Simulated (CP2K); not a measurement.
Crystal: NiMoIrPdW.

```
Ni Mo Pd Ir W
1.0
     2.74008    0.00000    0.00000
     0.00000    2.74008    0.00000
     1.37004   -1.37004    9.71647
Ni Mo Pd Ir W
1 1 1 1 1
Cartesian
  1.3700 1.3700 5.8567
  2.7401 0.0000 7.5940
  2.7401 0.0000 4.0207
  1.3700 1.3700 1.9542
  2.7401 0.0000 0.0845
```

The cell was built by a generator and needn't be a form met in nature.

Base run:

- Program: CP2K 2026.2
- Functional: PBEsol
- Potentials or basis: GTH_POTENTIALS Ni GTH-PBE-q18, Pd GTH-PBE-q18, Ir GTH-PBE-q17, W GTH-PBE-q14; POTENTIAL_UZH Mo GTH-PBE-q14; TZVP-MOLOPT-SR-GTH, TZVP-MOLOPT-PBE-GTH basis
- Density cutoff: 13606 eV
- k mesh: 10 × 10 × 10
- Occupations: fermi-dirac, width 0.05 eV
- Spin: collinear spin, ferromagnetic start
- Starting moments: [1.0, 1.0, 0.0, 0.6, 0.0] μB

Its results: band gap on the k mesh none (metal or under the smearing width); pressure -9.0 GPa; net moment 0.00 μB per cell.

Task: The run is repeated on the same cell with these changes: functional from PBEsol to r2SCAN. What comes out?

Result: Band gap on the k mesh none (metal or under the smearing width); pressure -5.7 GPa; net moment 0.00 μB per cell.

Caveats: the potentials were made for another functional, which shifts forces and pressure; the basis of atomic orbitals isn't converged, which shifts pressures, moduli and gaps.

Not every run made on this cell is shown here.
